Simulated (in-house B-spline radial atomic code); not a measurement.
# Excited states and polarisability of Sr³⁶⁺ by several methods

One table from this session's results is given with a row withheld; the runs are named, their logs left out.

Program: in-house B-spline radial atomic code version 1. Level of theory: linear response of a closed shell, each method with its own adiabatic kernel; spin-free one-electron X2C, finite nucleus; B-spline basis; no spin-orbit coupling, no double excitations; only terms of natural parity, (−1)^L, with L up to 3 are computed. These are calculated values, not measurements, unless marked.

## The system

- element: strontium (Z = 38)
- charge: +36
- configuration: 1s2
- runs: TDHF; PBE; PBE0; BHandHLYP; CAM-B3LYP; B3LYP

Outer shells as boxes (Hund's rule):

Sr³⁶⁺
```
1s [↑↓]
```

Set-up of the first run:

Settings of the run:

```ini
Z = 38
electrons = 2.0
configuration = 1s2
hamiltonian = x2c
method = hf
box_radius = 3.48
rms_radius = 4.224
intervals = 65
```

Command:

```
$ python run_td.py task.json out
```

task.json lists these runs, among others, and the program works through them in turn.

Among the steps run: TDHF.

One of the session's tables, all rows but one given; the rest of the session is left out.

It belongs to the step «TDHF». The states in eV; those that feel the box are left out:

| state | full (eV) | Tamm-Dancoff (eV) |
| --- | --- | --- |
| 1s→2s ³S | 14533.0 | 14533.1 |
| 1s→2s ¹S | 14582.8 | 14582.9 |
| 1s→2p ³P | 14637.4 | 14637.4 |
| 1s→2p ¹P | 14671.5 | 14671.5 |
| 1s→3s ³S | 17241.0 | 17241.0 |
| 1s→3s ¹S | 17254.1 | 17254.1 |
| 1s→3p ³P | 17271.0 | 17271.0 |
| 1s→3p ¹P | 17280.2 | 17280.2 |
| 1s→3d ³D | 17291.5 | 17291.5 |
| 1s→3d ¹D | ? | ? |
| 1s→4s ³S | 18179.0 | 18179.0 |
| 1s→4s ¹S | 18184.3 | 18184.3 |
| 1s→4p ³P | 18191.5 | 18191.5 |
| 1s→4p ¹P | 18195.3 | 18195.3 |

Estimate the missing values for 1s→3d ¹D.

**Answer.** full (eV): 17291.9; Tamm-Dancoff (eV): 17291.9. In the column «full (eV)» it lies between 1s→3d ³D (17291.5) and 1s→4s ³S (18179.0).
